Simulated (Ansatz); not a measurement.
# CH5GaO2: up Jacob's ladder to CCSD(T)

One table from this session's results is given with a row withheld; the runs are named, their logs left out.

Program: Ansatz 0.2.0, Gaussian basis. Level of theory: functionals in def2-TZVPP, the program's frozen cores in correlated methods. These are calculated values, not measurements.

Levels to be run: PBE-D4, r2SCAN-D4, PBE0-D4, B3LYP-D4, ωB97X-V, ωB97M-V, B2PLYP; CCSD(T)/def2-TZVPP; CCSD(T)/def2-QZVPP; extrapolation to the limit.

## Structure used throughout

The geometry comes from an earlier relaxation with PBE0-D4 in a triple-zeta def2 set; it is a stationary point, not always the lowest conformer.

SMILES `[CH3][Ga]([OH])[OH]`, 9 atoms, charge 0, spin multiplicity 1.

Atoms are counted from 1 here; the program's logs count them from 0.

Bond lengths: C1–Ga2 1.947 Å, C1–H5 1.092 Å, C1–H6 1.090 Å, C1–H7 1.091 Å, Ga2–O3 1.782 Å, Ga2–O4 1.792 Å, O3–H8 0.960 Å, O4–H9 0.959 Å. Angles: Ga2–C1–H5 110.4°, Ga2–C1–H6 110.0°, Ga2–C1–H7 110.5°, H5–C1–H6 108.9°, H5–C1–H7 108.0°, H6–C1–H7 108.9°, C1–Ga2–O3 121.9°, C1–Ga2–O4 126.9°, O3–Ga2–O4 111.2°, Ga2–O3–H8 112.5°, Ga2–O4–H9 115.0°.

The first run:

The input, in.yaml:

```yaml
crystal:
  periodic: [false, false, false]
  atoms:
    - {symbol: C, position_ang: [-0.442320, 0.946251, 1.023102]}
    - {symbol: Ga, position_ang: [0.246593, -0.338560, -0.267386]}
    - {symbol: O, position_ang: [1.762244, -1.233590, 0.012666]}
    - {symbol: O, position_ang: [-0.491826, -0.790151, -1.836810]}
    - {symbol: H, position_ang: [-1.429120, 0.640570, 1.375496]}
    - {symbol: H, position_ang: [0.231635, 1.015702, 1.876704]}
    - {symbol: H, position_ang: [-0.537829, 1.932666, 0.565971]}
    - {symbol: H, position_ang: [1.974817, -1.830860, -0.708406]}
    - {symbol: H, position_ang: [-1.314194, -0.342028, -2.041347]}
basis:
  gaussian: {orbitals: def2-TZVPP}
hamiltonian: {xc: pbe, dispersion: d4}
output: {forces: true, orbitals: {seedname: orbitals}}
```

Run with:

```bash
> ansatz run in.yaml --threads 2 --pin off --events-out ev --progress --plain --max-ram 22528MiB --backend cpu
```

Among the steps run: PBE-D4 (GGA); r2SCAN-D4 (meta-GGA); PBE0-D4 (hybrid); B3LYP-D4 (hybrid); ωB97X-V (range-separated); ωB97M-V (range-separated); B2PLYP (double hybrid); CCSD(T) in def2-TZVPP; CCSD(T) in def2-QZVPP.

One of the session's tables, all rows but one given; the rest of the session is left out.

It belongs to the step «Atomisation energies». 

| method | atomisation energy (kJ/mol) |
| --- | --- |
| PBE-D4 | 3264.3 |
| r2SCAN-D4 | 3229.8 |
| PBE0-D4 | 3191.2 |
| B3LYP-D4 | 3193.2 |
| ωB97X-V | 3223.0 |
| ωB97M-V | 3216.8 |
| B2PLYP | 3187.9 |
| HF/def2-TZVPP | 2271.0 |
| MP2/def2-TZVPP | 3243.0 |
| CCSD/def2-TZVPP | 3116.5 |
| CCSD(T)/def2-TZVPP | ? |
| MP2/CBS | 3323.8 |
| CCSD(T)/CBS | 3247.9 |

Q: Estimate the row for CCSD(T)/def2-TZVPP from the others.

The run gave: atomisation energy (kJ/mol): 3167.1. In the column «atomisation energy (kJ/mol)» it lies between CCSD/def2-TZVPP (3116.5) and B2PLYP (3187.9).
